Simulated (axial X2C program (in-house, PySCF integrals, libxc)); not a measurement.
**All-electron X2C curves of H₂**

Aim: find the lowest determinant of H₂, scan the bond at several levels and fit the constants, once spin-free and once with spin–orbit coupling.

The runs use an in-house X2C program for linear molecules on PySCF integrals; all-electron X2C, H dyall-v3z.

All values are calculated.

## Step 1: The job

task.json

```json
{"zs": [1, 1], "q": 0, "bas": ["dyall-v3z", "dyall-v3z"], "levels": ["PBE0", "HF", "LDA"], "cc": true, "r0": 0.64, "thr": -2.0, "nmax": 90, "npts": 10, "nst": 2, "ntry": 6}
```

Keys: zs atomic numbers; q charge; bas basis sets; levels methods (HF also brings MP2); cc coupled cluster on or off; r0 starting distance in Å; thr threshold in hartree for freezing inner shells (an s shell follows its p shell); nmax most natural virtual spinors; npts points asked for on the curve; nst determinants followed; ntry starts of the search.

Run with:

```bash
python so2c.py task.json out
```

Spin-free means the one-electron spin-free X2C Hamiltonian; two-component (2c) means X2C with spin–orbit coupling and atomic mean-field two-electron Coulomb and Gaunt terms. Basis: H dyall-v3z contracted to [6s2p1d]; Gaussian nuclei, density fitting. Masses: H 1.008 u.

Notation: σ, π±, δ± give the projection m of an orbital's angular momentum (0, ±1, ±2), α and β its spin, Λ and M_S the sums; ω is the projection of a spinor's total angular momentum and Ω the sum. Logs are in hartree.

The results follow Hamiltonian by Hamiltonian and level by level.

## Step 2: State search with PBE0

PBE0 moves the distance from 0.640 Å to 0.744 Å and compares determinants there.

Spin-free determinants:

```json
{"ΔE (eV)": "0.00", "state": "M_S = 0, Λ = 0", "open shells": "closed shell"}
{"ΔE (eV)": "10.21", "state": "M_S = 1, Λ = 0", "open shells": "beyond closed shells: 2 × σα"}
```

Two-component determinants:

| ΔE (eV) | state | open shells |
| --- | --- | --- |
| 0.00 | Ω = 0 | closed shell |
| 10.21 | Ω = 1 | excess of +ω over −ω: 2 × ω = 1/2 |

## Step 3: PBE0, spin-free

State followed: M_S = 0, Λ = 0 (closed shell). The scan is laid around 0.744 Å, a first estimate of the minimum, and this SCF restarts from the orbitals of the search.

Output at 0.744 Å:

```text
spin-free X2C-1e  PBE0
basis functions 34  fitting functions 190  grid points 4328
iter        total energy     max residual
   1         -1.168977677     1.12e-06
   2         -1.168977677     1.34e-07
converged
one-electron -2.50181222  Coulomb 1.31485740  exact exchange -0.16435717  xc functional -0.52892537  nuclear repulsion 0.71125969
```

Along the bond, energies from the lowest point:

```tsv
R (Å)	E (eV)	HOMO (eV)	LUMO (eV)	iterations
0.647	0.2132	-12.58	1.61	5
0.677	0.0964	-12.39	1.52	5
0.699	0.0412	-12.25	1.45	5
0.722	0.0102	-12.12	1.37	5
0.744	0.0000	-11.99	1.29	2
0.770	0.0107	-11.84	1.19	5
0.796	0.0423	-11.70	1.09	5
0.830	0.1086	-11.53	0.95	5
0.871	0.2210	-11.33	0.78	5
0.930	0.4308	-11.05	0.50	5
```

Outer orbitals at the reference distance:

```
symmetry  occupied  ε (eV)  atomic character
      σα       yes  -11.99           96% H s
      σα        no    1.29  72% H s, 28% H p
      σα        no    2.41           98% H s
      σα        no    6.99  62% H s, 36% H p
     π-α        no   10.69          100% H p
```

PBE0 fields in the half plane through the axis: z from -2.4 to 3.0 Å across, distance from the axis 0.15 to 2.25 Å upwards; H lies at z = 0 and H at z = 0.744 Å.

log10 density (e/bohr³). Ten even steps from ' ' (-6.31 ) to '@' (-0.58 ):
```
    ....::::--------------::::::..    
  ....::----==============----::::..  
....::----====++++++++++++====--::::..
..::----==++++**********++++====--::..
..::--==++++****########****++==----::
::----==++**####%%%%%%%%##****++==--::
::--==++****##%%@@@@@@%%%%##**++==--::
::--==++**##%%@@@@@@@@@@%%##**++==--::
```

Re = 0.745 Å, ωe = 4407 cm⁻¹, ωexe = 113 cm⁻¹, Be = 60.28 cm⁻¹, De = 4.53 eV.

## Step 4: HF, spin-free

The SCF at the reference distance of 0.744 Å:

```text
spin-free X2C-1e  HF
basis functions 34  fitting functions 190  grid points 4328
iter        total energy     max residual
   1         -1.133123829     1.34e-02
   2         -1.133454544     1.59e-03
   3         -1.133465507     1.85e-04
   4         -1.133465585     3.06e-05
   5         -1.133465588     1.34e-06
converged
one-electron -2.50209909  Coulomb 1.31474763  exact exchange -0.65737381  xc functional 0.00000000  nuclear repulsion 0.71125969
```

Re = 0.734 Å, ωe = 4585 cm⁻¹, ωexe = 109 cm⁻¹, Be = 62.09 cm⁻¹, De = 3.63 eV.

## Step 5: LDA, spin-free

Output at 0.744 Å:

```text
spin-free X2C-1e  LDA
basis functions 34  fitting functions 190  grid points 4328
iter        total energy     max residual
   1         -1.137061624     1.07e-02
   2         -1.137413142     3.40e-03
   3         -1.137460384     2.31e-05
   4         -1.137460387     5.48e-07
converged
one-electron -2.49142469  Coulomb 1.29486655  exact exchange 0.00000000  xc functional -0.65216194  nuclear repulsion 0.71125969
```

Re = 0.766 Å, ωe = 4181 cm⁻¹, ωexe = 110 cm⁻¹, Be = 57.08 cm⁻¹, De = 4.91 eV.

## Step 6: Correlated methods, spin-free

Correlated methods: 2 electrons correlated (frozen shells, counted by type: H none), 62 virtual spinors in MP2, 26 natural virtuals in coupled cluster.

Output of the correlated part at 0.744 Å:

```text
correlated 2  virtual 62  natural virtual 26  E(MP2) -0.031683016  MP2 remainder -0.001144818
iter   CCSD correlation   residual
   1     -0.036558191   5.12e-02
   2     -0.038905216   1.71e-02
   3     -0.038972045   2.03e-03
   4     -0.038969335   2.51e-04
   5     -0.038968544   1.99e-05
   6     -0.038968876   3.02e-06
   7     -0.038968851   3.54e-07
   8     -0.038968857   5.41e-08
(T) 0.0  T1 0.0065  D1 0.0065  max T2 0.093
```

T1 in the output is the amplitude norm over the root of the electron number; divide by √2 for the Lee–Taylor value.

MP2: Re = 0.737 Å, ωe = 4513 cm⁻¹, Be = 61.52 cm⁻¹, De = 4.49 eV.

CCSD: Re = 0.744 Å, ωe = 4391 cm⁻¹, ωexe = 123 cm⁻¹, Be = 60.49 cm⁻¹, De = 4.72 eV. T1 at Re = 0.005 (Lee–Taylor, the printed value over √2).

CCSD(T): Re = 0.744 Å, ωe = 4391 cm⁻¹, ωexe = 123 cm⁻¹, Be = 60.49 cm⁻¹, De = 4.72 eV. T1 at Re = 0.005 (Lee–Taylor, the printed value over √2).

## Step 7: The spin-free curves together

Energy (eV) of the followed determinant, spin-free, from each level's lowest point:

```tsv
R (Å)	PBE0	HF	MP2	CCSD	CCSD(T)	LDA
0.647	0.213	0.175	0.187	n/a	n/a	0.294
0.677	0.096	0.070	0.078	0.092	0.092	0.154
0.699	0.041	0.023	0.029	0.039	0.039	0.081
0.722	0.010	0.001	0.004	0.009	0.009	0.034
0.744	0.000	0.000	0.000	0.000	0.000	0.008
0.770	0.011	0.021	0.018	0.012	0.012	0.000
0.796	0.042	0.064	0.057	0.044	0.044	0.014
0.830	0.109	0.145	0.132	0.110	0.110	0.058
0.871	0.221	0.276	0.256	n/a	n/a	0.145
0.930	0.431	0.513	0.481	n/a	n/a	0.319
```

## Step 8: PBE0, 2c

State followed: Ω = 0 (closed shell). The scan is laid around 0.744 Å, a first estimate of the minimum, and this SCF restarts from the orbitals of the search.

Output at 0.744 Å:

```text
two-component X2C + atomic mean field  PBE0
basis functions 34  fitting functions 190  grid points 4328
iter        total energy     max residual
   1         -1.168977677     1.52e-07
   2         -1.168977677     2.63e-08
converged
one-electron -2.50181239  Coulomb 1.31485774  exact exchange -0.16435722  xc functional -0.52892550  nuclear repulsion 0.71125969  atomic mean-field constant 0.00000000
```

Along the bond, energies from the lowest point:

```tsv
R (Å)	E (eV)	HOMO (eV)	LUMO (eV)	iterations
0.647	0.2132	-12.58	1.61	5
0.677	0.0964	-12.39	1.52	5
0.699	0.0412	-12.25	1.45	5
0.722	0.0102	-12.12	1.37	5
0.744	0.0000	-11.99	1.29	2
0.770	0.0107	-11.84	1.19	5
0.796	0.0423	-11.70	1.09	5
0.830	0.1086	-11.53	0.95	5
0.871	0.2210	-11.33	0.78	5
0.930	0.4308	-11.05	0.50	5
```

Outer spinors at the reference distance:

```tsv
ω	occupied	ε (eV)	atomic character	λ mixture
1/2	yes	-11.99	96% H s	100% σ
1/2	no	1.29	72% H s, 28% H p	100% σ
1/2	no	2.41	98% H s	100% σ
1/2	no	6.99	62% H s, 36% H p	100% σ
1/2	no	10.69	100% H p	100% π
```

PBE0 fields in the half plane through the axis: z from -2.4 to 3.0 Å across, distance from the axis 0.15 to 2.25 Å upwards; H lies at z = 0 and H at z = 0.744 Å.

log10 density (e/bohr³). Ten even steps from '0' (-6.31 ) to '9' (-0.58 ):
```
0011223333333222100
0112334444444332210
1123344555555443221
1233455666665544321
1234556677776654332
2334567788887665432
2345667899988765432
2345678999998765432
```

Re = 0.745 Å, ωe = 4407 cm⁻¹, ωexe = 113 cm⁻¹, Be = 60.28 cm⁻¹, De = 4.53 eV.

## Step 9: HF, 2c

The SCF at the reference distance of 0.744 Å:

```text
two-component X2C + atomic mean field  HF
basis functions 34  fitting functions 190  grid points 4328
iter        total energy     max residual
   1         -1.133123829     1.34e-02
   2         -1.133454544     1.59e-03
   3         -1.133465507     1.85e-04
   4         -1.133465585     3.06e-05
   5         -1.133465588     1.34e-06
converged
one-electron -2.50209909  Coulomb 1.31474763  exact exchange -0.65737381  xc functional 0.00000000  nuclear repulsion 0.71125969  atomic mean-field constant 0.00000000
```

Re = 0.734 Å, ωe = 4585 cm⁻¹, ωexe = 109 cm⁻¹, Be = 62.09 cm⁻¹, De = 3.63 eV.

## Step 10: LDA, 2c

Output at 0.744 Å:

```text
two-component X2C + atomic mean field  LDA
basis functions 34  fitting functions 190  grid points 4328
iter        total energy     max residual
   1         -1.137061611     1.07e-02
   2         -1.137413140     3.40e-03
   3         -1.137460384     2.31e-05
   4         -1.137460387     5.49e-07
converged
one-electron -2.49142469  Coulomb 1.29486655  exact exchange 0.00000000  xc functional -0.65216194  nuclear repulsion 0.71125969  atomic mean-field constant 0.00000000
```

Re = 0.766 Å, ωe = 4181 cm⁻¹, ωexe = 110 cm⁻¹, Be = 57.08 cm⁻¹, De = 4.91 eV.

## Step 11: Correlated methods, 2c

Correlated methods: 2 electrons correlated (frozen shells, counted by type: H none), 62 virtual spinors in MP2, 26 natural virtuals in coupled cluster.

Output of the correlated part at 0.744 Å:

```text
correlated 2  virtual 62  natural virtual 26  E(MP2) -0.031683016  MP2 remainder -0.001144818
iter   CCSD correlation   residual
   1     -0.036558191   5.12e-02
   2     -0.038905216   1.71e-02
   3     -0.038972045   2.03e-03
   4     -0.038969335   2.51e-04
   5     -0.038968544   1.99e-05
   6     -0.038968876   3.02e-06
   7     -0.038968851   3.54e-07
   8     -0.038968857   5.41e-08
(T) 0.0  T1 0.0065  D1 0.0065  max T2 0.093
```

MP2: Re = 0.737 Å, ωe = 4513 cm⁻¹, Be = 61.52 cm⁻¹, De = 4.49 eV.

CCSD: Re = 0.744 Å, ωe = 4391 cm⁻¹, ωexe = 123 cm⁻¹, Be = 60.49 cm⁻¹, De = 4.72 eV. T1 at Re = 0.005 (Lee–Taylor, the printed value over √2).

CCSD(T): Re = 0.744 Å, ωe = 4391 cm⁻¹, ωexe = 123 cm⁻¹, Be = 60.49 cm⁻¹, De = 4.72 eV. T1 at Re = 0.005 (Lee–Taylor, the printed value over √2).

## Step 12: The 2c curves together

Energy (eV) of the followed determinant, 2c, from each level's lowest point:

```tsv
R (Å)	PBE0	HF	MP2	CCSD	CCSD(T)	LDA
0.647	0.213	0.175	0.187	n/a	n/a	0.294
0.677	0.096	0.070	0.078	0.092	0.092	0.154
0.699	0.041	0.023	0.029	0.039	0.039	0.081
0.722	0.010	0.001	0.004	0.009	0.009	0.034
0.744	0.000	0.000	0.000	0.000	0.000	0.008
0.770	0.011	0.021	0.018	0.012	0.012	0.000
0.796	0.042	0.064	0.057	0.044	0.044	0.014
0.830	0.109	0.145	0.132	0.110	0.110	0.058
0.871	0.221	0.276	0.256	n/a	n/a	0.145
0.930	0.431	0.513	0.481	n/a	n/a	0.319
```

The whole job took 1.7 s on 1 thread of AMD EPYC 9B45 (Zen 5), shared host.

## Step 13: What came out

Lowest determinant that the search found at its distance, spin-free: M_S = 0, Λ = 0 (closed shell).

Lowest determinant that the search found at its distance, 2c: Ω = 0 (closed shell).

```tsv
Hamiltonian	level	Re (Å)	ωe (cm⁻¹)	De (eV)
spin-free	PBE0	0.745	4407	4.53
spin-free	HF	0.734	4585	3.63
spin-free	MP2	0.737	4513	4.49
spin-free	CCSD	0.744	4391	4.72
spin-free	CCSD(T)	0.744	4391	4.72
spin-free	LDA	0.766	4181	4.91
2c	PBE0	0.745	4407	4.53
2c	HF	0.734	4585	3.63
2c	MP2	0.737	4513	4.49
2c	CCSD	0.744	4391	4.72
2c	CCSD(T)	0.744	4391	4.72
2c	LDA	0.766	4181	4.91
```

Time per point (s) on 1 thread of AMD EPYC 9B45 (Zen 5), shared host (2c runs; CCSD comes with the CCSD(T) run); the times are rough: PBE0 0.018, HF 0.01, MP2 0.01, CCSD(T) 0.019, LDA 0.013.

In words: At CCSD(T), going from spin-free to two-component changes Re by 0 mÅ, ωe by 0.0 %, which is small (part of it comes from the scalar share of the two-electron terms). De moves by 0.00 eV; both De rest on single-determinant atoms, which can miss part of an open shell's spin–orbit lowering.

De refers to H + H, each in the lowest determinant found, which need not be this curve's own limit. The state is a single determinant with fixed occupations, the lowest that a limited PBE0 search found. Closed shells are restricted here (equal orbitals for both partners), which fails at long range if the bond breaks into open shells. Dissociation energies refer to the lowest single-determinant-based atoms at the same level and basis. Coupled cluster ran in a truncated set of natural virtual spinors; the MP2 energy of the rest was added.
